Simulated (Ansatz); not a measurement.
Run this with Ansatz 0.2.0 through its Python package and show what comes out.

Contents of `srmg3_srmg3.cif`:
```cif
data_SrMg3
_cell_length_a 4.942526
_cell_length_b 4.942526
_cell_length_c 4.942526
_cell_angle_alpha 90.00000
_cell_angle_beta 90.00000
_cell_angle_gamma 90.00000
_symmetry_space_group_name_H-M 'P 1'
_symmetry_Int_Tables_number 1
loop_
_symmetry_equiv_pos_as_xyz
'x, y, z'
loop_
_atom_site_label
_atom_site_type_symbol
_atom_site_fract_x
_atom_site_fract_y
_atom_site_fract_z
Sr1 Sr    0.000000    0.000000    0.000000
Mg2 Mg    0.500000    0.500000    0.000000
Mg3 Mg    0.500000    0.000000    0.500000
Mg4 Mg    0.000000    0.500000    0.500000
```

The script, `srmg3.py`:
```python
"""Binding of SrMg3 against spin-polarised atoms in a box."""

from collections import Counter
import warnings

import ansatz as az
from ase.io import read


def counts(outcome):
    return Counter(site.symbol for site in outcome.lattice.sites)

UNPAIRED = {"Sr": 0, "Mg": 0}  # unpaired electrons of the free atoms


def run_phase(name, crystal):
    calc = (
        crystal.calculation()
        .functional(az.Functional.PBESOL)
        .basis(460)
        .kpoints(spacing=0.3)
        .occupations("cold", width=0.02)
    )
    if name.endswith(" atom"):
        calc = calc.kpoints(1, 1, 1).occupations("fermi_dirac", width=0.01)
        if UNPAIRED[name.split()[0]]:
            calc = calc.spin("collinear")
        return calc.run(threads=1)
    calc = calc.relax(force_tolerance=0.03, cell=True)
    return calc.run(threads=1)

warnings.simplefilter("ignore", az.DeckWarning)

phases = {}
atoms = read("srmg3_srmg3.cif")
srmg3 = az.Crystal.from_ase(atoms)
phases["SrMg3"] = srmg3
# a box with unlike edges lets an open shell break the spherical symmetry
for element, moment in UNPAIRED.items():
    phases[f"{element} atom"] = az.Lattice.orthorhombic(9.0, 9.5, 10.0).atom(element, (0.5, 0.5, 0.5), moment=moment or None)

done = {}
for name, crystal in phases.items():
    done[name] = run_phase(name, crystal)
    print(f"{name}: {done[name].report['energy_sigma0_ev']:.4f} eV, {len(done[name].lattice.sites)} atoms")

print({element: round(done[f"{element} atom"].report["magnetization_mub"], 2) for element in UNPAIRED}, "muB on the free atoms")
solid = done["SrMg3"]
n = counts(solid)
binding = (sum(k * done[f"{e} atom"].report["energy_sigma0_ev"] for e, k in n.items()) - solid.report["energy_sigma0_ev"]) / sum(n.values())
print(f"cohesive energy {binding:.3f} eV/atom = {96.4853 * binding:.0f} kJ/mol of atoms (no zero-point energy)")
```

`python srmg3.py` gives:
```text
SrMg3: -9228.2913 eV, 4 atoms
Sr atom: -3490.4977 eV, 1 atoms
Mg atom: -1910.3534 eV, 1 atoms
{'Sr': 0.0, 'Mg': 0.0} muB on the free atoms
cohesive energy 1.683 eV/atom = 162 kJ/mol of atoms (no zero-point energy)
```

Caveats:
- Absolute energies stand on the zero of these potentials, so only differences at equal settings mean something.
- Other magnetic orders than the one started from may lie lower.
- For the metals among these phases the mesh is modest: differences between phases can be off by up to 40 meV an atom.
- The cells come from databases of deposited and of computed structures, and not all need be stable phases.
- Free atoms in a box carry small image and symmetry errors, and spin-orbit coupling is left out.
- Wall time of the script: 7.7 s on 1 thread of Intel(R) Xeon(R) Platinum 8488C (Sapphire Rapids), on a shared host, peak memory 0.67 GiB.
